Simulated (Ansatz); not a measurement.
# Ga4As3N: the band gap up the ladder of functionals

An exercise on one series of results from a longer session: the logs are not shown, and one member is left open.

The runs shown are made with Ansatz 0.2.0. PAW datasets, plane waves. Spin-unpolarised throughout. Whether this structure exists isn't addressed.

## Starting point

The cell was relaxed beforehand with r2SCAN.

The symmetry is P3m1 (No. 156, trigonal); a = 3.820 Å, c = 12.533 Å in the conventional setting, 19.79 Å³ an atom. Near N stand 4 Ga at 1.95–2.26 Å; near As stand 4 Ga at 2.39–2.45 Å; near As stand 4 Ga at 2.40–2.43 Å; near As stand 4 Ga at 2.38–2.45 Å; near Ga stand 1 N at 1.95 Å and 3 As at 2.40 Å.

Coordinates:

```
N As Ga
1.0
     3.81963    0.00000    0.00000
    -1.90981    3.30789    0.00000
     0.00000    0.00000   12.53298
N As Ga
1 3 4
Direct
  0.66667 0.33333 0.99748
  0.66667 0.33333 0.49920
  0.33333 0.66667 0.76624
  0.33333 0.66667 0.23242
  0.66667 0.33333 0.84213
  0.66667 0.33333 0.30398
  0.33333 0.66667 0.57199
  0.33333 0.66667 0.03657
```

Set-up of the first run:

Input file input.yaml:

```yaml
crystal:
  lattice:
    - [3.8196269219, 0.0, 0.0]
    - [-1.9098134609, 3.3078939473, 0.0]
    - [0.0, 0.0, 12.532981132]
  atoms:
    - { symbol: "N", position: [0.6666666667, 0.3333333333, -0.0025184353] }
    - { symbol: As, position: [0.6666666667, 0.3333333333, 0.4992027601] }
    - { symbol: As, position: [0.3333333333, 0.6666666667, 0.7662357903] }
    - { symbol: As, position: [0.3333333333, 0.6666666667, 0.2324173578] }
    - { symbol: Ga, position: [0.6666666667, 0.3333333333, 0.8421298394] }
    - { symbol: Ga, position: [0.6666666667, 0.3333333333, 0.3039757157] }
    - { symbol: Ga, position: [0.3333333333, 0.6666666667, 0.5719859448] }
    - { symbol: Ga, position: [0.3333333333, 0.6666666667, 0.0365710272] }
kpoints:
  mp_grid: { grid: [12, 12, 2] }
  band_path:
    path:
      - [[0.0, 0.0, 0.0], [0.5, -7.174253168166e-18, -2.959065022474e-18], [0.3333333333333, 0.3333333333333, -1.782883327085e-18], [0.0, 0.0, 0.0], [-1.446425101263e-36, -1.227799767035e-36, 0.5], [0.5, -7.092331356119e-18, 0.5], [0.3333333333333, 0.3333333333333, 0.5], [-1.446425101263e-36, -1.227799767035e-36, 0.5]]
      - [[0.5, -7.092331356119e-18, 0.5], [0.5, -7.174253168166e-18, -2.959065022474e-18]]
      - [[0.3333333333333, 0.3333333333333, 0.5], [0.3333333333333, 0.3333333333333, -1.782883327085e-18]]
    npoints: 10
hamiltonian:
  xc: pbe
scf:
  occupations: { method: fermi_dirac, width: 0.02 }
  n_extra_bands: 6
output:
  forces: true
  stress: true
  eigenvalues: true
  write_density: true
  write_potential: true
  elf: true
  volumetric_format: npy
```

Started as:

```
> ansatz run input.yaml --threads 2 --pin off --max-ram 29491MiB --backend cpu --events-out ev --progress --plain --runs-dir out
```

Steps of the session up to this table: PBE bands along the symmetry lines; r2SCAN at the same geometry; HSE06; Single point with PBE+SOC.

One of the session's tables, all rows but one given; the rest of the session is left out.

| level | gap (eV) |
| --- | --- |
| PBE | -0.24 |
| r2SCAN | -0.18 |
| HSE06 | 0.00 |
| PBE+SOC | ? |

**Question.** Estimate the row for PBE+SOC.

As computed: gap (eV): -0.14. In the column «gap (eV)» it lies between r2SCAN (-0.18) and HSE06 (0.00).

Meshes: PBE 12×12×2, r2SCAN 12×12×2, HSE06 6×6×2, PBE+SOC 12×12×2

What this shows: No level opens a gap.

Limits of these values: Warnings in the runs' records: stress scf threshold loose, stress exchange threshold loose, filled band counts differ across k points.
